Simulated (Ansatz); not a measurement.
# GaN (zincblende type): the cost of one run

Method: DFT LDA, with the methods named in each step, in Ansatz 0.2.0.

1 further run of the same task is left out (it didn't finish).

## Step 1: The structure to begin with

The structure is cubic, space group F-43m (No. 216). The conventional cell has a = 4.455 Å, b = 4.455 Å, c = 4.455 Å, α = 90.00°, β = 90.00°, γ = 90.00°. Ga (site symmetry -43m) has 4 N at 1.93 Å as nearest neighbours. N (site symmetry -43m) has 4 Ga at 1.93 Å as nearest neighbours.

Coordinates:

```
Ga N
1.0
    -2.22757    2.22757    0.00000
     0.00000    0.00000    4.45514
     2.22757    2.22757    0.00000
Ga N
2 2
Direct
  0.00000 0.00000 0.00000
  0.50000 0.50000 0.50000
  0.00000 0.25000 0.50000
  0.50000 0.75000 0.00000
```

Atoms are numbered in the order of the input: Ga1, Ga2, N3, N4.

## Step 2: Bulk in the slab's orientation, LAPW

Input file input.yaml:

```yaml
crystal:
  lattice:
    - [-2.2275688896, 2.2275688896, 0.0]
    - [0.0, 0.0, 4.4551377792]
    - [2.2275688896, 2.2275688896, 0.0]
  atoms:
    - { symbol: Ga, position: [0.0, 0.0, 0.0] }
    - { symbol: Ga, position: [0.5, 0.5, 0.5] }
    - { symbol: "N", position: [0.0, 0.25, 0.5] }
    - { symbol: "N", position: [0.5, 0.75, 0.0] }
kpoints:
  mp_grid: { grid: [8, 6, 8] }
scf:
  occupations: { method: fermi_dirac, width: 0.02 }
hamiltonian:
  xc: lda
  pseudopotentials: { kind: all_electron, lapw: { basis_error: 0.001 } }
output:
  forces: true
  stress: true
  eigenvalues: true
```

Started as:

```bash
$ ansatz run input.yaml --threads 2 --pin off --max-ram 4096MiB --backend cpu --events-out ev --progress --plain --runs-dir out
```

**Question.** How long does this run take on 2 threads of Intel Xeon Platinum 8375C at 2.90GHz (Ice Lake), shared host, and how much memory does it need?

About 32 s, with a peak of 0.55 GiB.
